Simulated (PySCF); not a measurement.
# CH9FSi3: the cost of one run

Programs: PySCF 2.14.0, with density-fitted response routines of our own. Each step states its level of theory. These are calculated values for one molecule in the gas phase, unless marked as measured. Atoms are numbered from 0 throughout.

### Step 1. The molecule as given

14 atoms, charge 0, multiplicity 1; geometry from: GFN2-xTB. The atoms were then displaced at random by about 0.01 Å, so the start is not that level's minimum.

Bonds of the start (Å): F0–Si1 1.62, Si1–C2 1.89, C2–Si3 1.90, C2–Si4 1.92, Si1–H5 1.46, Si1–H6 1.46, C2–H7 1.09, Si3–H8 1.50, Si3–H9 1.44, Si3–H10 1.47, Si4–H11 1.48, Si4–H12 1.45, Si4–H13 1.46.

### Step 2. Relaxing the molecule at PBE0-D3(BJ)/def2-SVP

The job: settings as JSON, then the geometry in Å.

```
{"job": {"xc": "PBE0", "basis": "def2-SVP", "d3": "d3bj", "grid": 1, "shake": 0.01, "kind": "geom"}, "charge": 0, "multiplicity": 1}
F     -1.041620    -1.494020     1.678470
Si    -1.184330    -1.380030     0.066880
C     -0.050700     0.010980    -0.514000
Si    -0.573120     1.723780     0.111790
Si     1.789650    -0.346890    -0.080520
H     -2.596310    -1.107230    -0.171750
H     -0.763630    -2.696460    -0.399810
H     -0.074810     0.046580    -1.602260
H     -1.988140     1.965390    -0.306620
H      0.250520     2.756030    -0.455580
H     -0.548670     1.788340     1.582800
H      1.982650    -0.397940     1.385570
H      2.169510    -1.606250    -0.681280
H      2.621850     0.722660    -0.621450
```

The run is started by

```sh
$ OMP_NUM_THREADS=1 python probes_run.py task.json out
```

The driver reads the jobs from task.json and runs them one after another.

Q: Estimate the wall time and peak memory of this first job on 1 thread of Arm Neoverse V1, shared host.

About 68 s, with a peak of 0.51 GiB.
